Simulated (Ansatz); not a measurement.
# GaP: the cost of one run

Computed with Ansatz 0.2.0 (DFT PBE, scalar-relativistic, plane waves, PAW, unless a step's input says otherwise).

1 further run of the same task is left out (set aside as unsound or not needed).

## Step 1: The structure to begin with

The structure is cubic, space group F-43m (No. 216). The conventional cell has a = 5.515 Å, b = 5.515 Å, c = 5.515 Å, α = 90.00°, β = 90.00°, γ = 90.00°. Ga (site symmetry -43m) is surrounded by 4 P at 2.39 Å. Around P (site symmetry -43m) lie 4 Ga at 2.39 Å.

Coordinates:

```
CELL_PARAMETERS angstrom
0.00000 2.75727 2.75727
2.75727 0.00000 2.75727
2.75727 2.75727 0.00000
ATOMIC_POSITIONS crystal
Ga 0.00000 0.00000 0.00000
P 0.25000 0.25000 0.25000
```

This cell was relaxed beforehand with the same method: volume 20.96 Å³/atom, gap on the mesh 1.53 eV.

## Step 2: Elastic constants, atoms relaxed

Input file input.yaml:

```yaml
crystal:
  lattice:
    - [0.0, 2.7572652028, 2.7572652028]
    - [2.7572652028, 0.0, 2.7572652028]
    - [2.7572652028, 2.7572652028, 0.0]
  atoms:
    - { symbol: Ga, position: [0.0, 0.0, 0.0] }
    - { symbol: P, position: [0.25, 0.25, 0.25] }
basis:
  ecutwfc: 420
kpoints:
  mp_grid: { grid: [4, 4, 4] }
hamiltonian:
  xc: pbe
scf:
  occupations: { method: fixed }
output:
  forces: true
  stress: true
  eigenvalues: true
  polarization: {}
elastic:
  mode: relaxed_ion
  stencil: two_point
```

The run is started by

```bash
$ ansatz run input.yaml --threads 1 --pin off --max-ram 2560MiB --backend cpu --events-out ev --progress --plain --runs-dir out
```

**Question.** How long does this run take on 1 thread of AMD EPYC 7B13 (Zen 3), shared host, and how much memory does it need?

About 13 s, with a peak of 0.37 GiB.
